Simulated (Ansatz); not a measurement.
# ScAs2: the cost of one run

Program: Ansatz 0.2.0. Level of theory: DFT PBE, scalar-relativistic, plane waves, PAW. These are calculated values, not measurements.

1 further run of the same task is left out (it didn't finish).

### 1 The starting structure

The structure is hexagonal, space group P6/mmm (No. 191). The conventional cell has a = 4.742 Å, b = 4.742 Å, c = 3.298 Å, α = 90.00°, β = 90.00°, γ = 120.00°. Sc (site symmetry 6/mmm) has 12 As at 3.20 Å and 2 Sc at 3.30 Å as nearest neighbours. Around As (site symmetry -6m2) lie 5 As at 2.74 to 3.30 Å and 6 Sc at 3.20 Å.

As a file:

```cif
data_structure
_symmetry_space_group_name_H-M 'P6/mmm'
_symmetry_Int_Tables_number 191
_cell_length_a 4.7416
_cell_length_b 4.7416
_cell_length_c 3.2977
_cell_angle_alpha 90.000
_cell_angle_beta 90.000
_cell_angle_gamma 120.000
_cell_volume 64.21
loop_
_atom_site_label
_atom_site_type_symbol
_atom_site_symmetry_multiplicity
_atom_site_Wyckoff_symbol
_atom_site_fract_x
_atom_site_fract_y
_atom_site_fract_z
_atom_site_occupancy
Sc1 Sc 1 a 0.00000 0.00000 0.00000 1
As1 As 2 d 0.33333 0.66667 0.50000 1
```

A structure generator made this guess: species swapped into a database cell of LuCd2 (P6/mmm, No. 191), with Sc on the Lu sites and As on the Cd sites. Its size is a rough estimate.

### 2 A first look at the guess

The input, input.yaml:

```yaml
crystal:
  lattice:
    - [4.74155312, 0.0, 0.0]
    - [-2.37077656, 4.10630546, 0.0]
    - [0.0, 0.0, 3.297659]
  atoms:
    - { symbol: Sc, position: [0.0, 0.0, 0.0] }
    - { symbol: As, position: [0.33333333, 0.66666667, 0.5] }
    - { symbol: As, position: [0.66666667, 0.33333333, 0.5] }
basis:
  ecutwfc: 420
kpoints:
  mp_grid: { grid: [6, 6, 6] }
hamiltonian:
  xc: pbe
scf:
  occupations: { method: gaussian, width: 0.1 }
  lower_state_search: "off"
output:
  forces: true
  stress: true
  eigenvalues: true
```

The run is started by

```console
$ ansatz run input.yaml --threads 1 --pin off --max-ram 2560MiB --backend cpu --events-out ev --progress --plain --runs-dir out
```

Q: Estimate wall time and peak memory on 1 thread of AMD EPYC 7R32 (Zen 2), shared host.

About 2 s, with a peak of 0.4 GiB.
